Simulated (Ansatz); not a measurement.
# CH6BFOSi: small, medium and large basis sets

One table from this session's results is given with a row withheld; the runs are named, their logs left out.

Program: Ansatz 0.2.0, Gaussian basis. Level of theory: one geometry, several basis sets. These are calculated values, not measurements.

The runs, in order: PBE0-D4/def2-SVP; ωB97M-V/def2-SVP; PBE0-D4/def2-QZVPP; ωB97M-V/def2-QZVPP; the functionals' def2-TZVPP values are taken from earlier runs.

### Structure used throughout

All runs share one geometry, relaxed beforehand with PBE0-D4 in a triple-zeta def2 set.

SMILES `CB(F)O[SiH3]`, 11 atoms, charge 0, spin multiplicity 1.

Atoms are counted from 1 here; the program's logs count them from 0.

Bond lengths: C1–B2 1.559 Å, C1–H6 1.094 Å, C1–H7 1.094 Å, C1–H8 1.089 Å, B2–F3 1.342 Å, B2–O4 1.351 Å, O4–Si5 1.659 Å, Si5–H9 1.484 Å, Si5–H10 1.481 Å, Si5–H11 1.484 Å. Angles: B2–C1–H6 110.2°, B2–C1–H7 110.2°, B2–C1–H8 112.7°, H6–C1–H7 106.0°, H6–C1–H8 108.8°, H7–C1–H8 108.8°, C1–B2–F3 119.1°, C1–B2–O4 123.2°, F3–B2–O4 117.6°, B2–O4–Si5 131.9°, O4–Si5–H9 110.2°, O4–Si5–H10 106.4°, O4–Si5–H11 110.2°, H9–Si5–H10 110.0°, H9–Si5–H11 109.9°, H10–Si5–H11 110.0°.

The first run:

The input, in.yaml:

```yaml
crystal:
  periodic: [false, false, false]
  atoms:
    - {symbol: C, position_ang: [-1.618286, -0.243072, 1.266318]}
    - {symbol: B, position_ang: [-0.210507, 0.018695, 0.649027]}
    - {symbol: F, position_ang: [0.806490, 0.353134, 1.459044]}
    - {symbol: O, position_ang: [0.046964, -0.073729, -0.674151]}
    - {symbol: Si, position_ang: [1.437380, 0.154056, -1.549760]}
    - {symbol: H, position_ang: [-1.960922, 0.639765, 1.814552]}
    - {symbol: H, position_ang: [-1.563616, -1.051576, 2.001734]}
    - {symbol: H, position_ang: [-2.364700, -0.501780, 0.516300]}
    - {symbol: H, position_ang: [1.923228, 1.546435, -1.387951]}
    - {symbol: H, position_ang: [1.085346, -0.098523, -2.965655]}
    - {symbol: H, position_ang: [2.484023, -0.800404, -1.108758]}
basis:
  gaussian: {orbitals: def2-SVP}
hamiltonian: {xc: pbe0, dispersion: d4}
output: {orbitals: {seedname: orbitals}}
```

Steps of the session up to this table: PBE0-D4 in def2-SVP; ωB97M-V in def2-SVP; PBE0-D4 in def2-QZVPP; ωB97M-V in def2-QZVPP.

One of the session's tables, all rows but one given; the rest of the session is left out.

It belongs to the step «Functionals by basis». 

```
functional       basis  HOMO (eV)  LUMO (eV)
   PBE0-D4    def2-SVP      -9.21       0.70
   PBE0-D4  def2-TZVPP      -9.28       0.13
   PBE0-D4  def2-QZVPP      -9.30      -0.04
   ωB97M-V    def2-SVP          ?          ?
   ωB97M-V  def2-TZVPP     -11.60       1.65
   ωB97M-V  def2-QZVPP     -11.61       1.27
```

**Question.** Estimate the row for ωB97M-V, def2-SVP.

As computed: HOMO (eV): -11.49; LUMO (eV): 2.59. In the column «HOMO (eV)» it lies between ωB97M-V, def2-TZVPP (-11.60) and PBE0-D4, def2-QZVPP (-9.30).
